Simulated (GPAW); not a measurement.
Runs of GPAW 26.7.0 on MoSe. It takes space group Pm-3m (No. 221, cubic). The conventional cell has a = 3.500 Å, b = 3.500 Å, c = 3.500 Å, α = 90.00°, β = 90.00°, γ = 90.00°. Mo (site symmetry m-3m) has 8 Se at 3.03 Å as nearest neighbours. Se (site symmetry m-3m) has 8 Mo at 3.03 Å as nearest neighbours. The cell was built by a generator and needn't be a form met in nature.

| level | U | gap on the mesh (eV) | pressure (GPa) |
| --- | --- | --- | --- |
| LDA+U | Mo d U = 6 eV | 0.97 | -10.3 |
| LDA | - | none | -32.0 |
| LDA+U | Mo d U = 1 eV | none | -31.9 |
| LDA+U | Mo d U = 5 eV | 1.01 | (a) |
| LDA+U | Mo d U = 2 eV | none | -31.7 |

Alike in all rows: task single point; potentials or basis the program's PAW data sets (release 1.2.1) made for this functional, pw; no spin polarisation; cell as given; k mesh 8 × 8 × 8; cutoff (eV) 600; smearing fermi-dirac 0.05 eV.

Fill in the values left out.

(a) -12.5.

Caveats: a pressure of tens of GPa on the cell as given is suspect, and the run, the potentials or the cell itself is likely at fault (some runs); U without spin polarisation on a metal has little footing (some runs).

A k mesh can miss the band edges, and the runs leave out spin-orbit coupling on Mo, Se.

A gap of «none» marks a metal or a gap under the smearing width.

Runs at the PBE level aren't shown here.
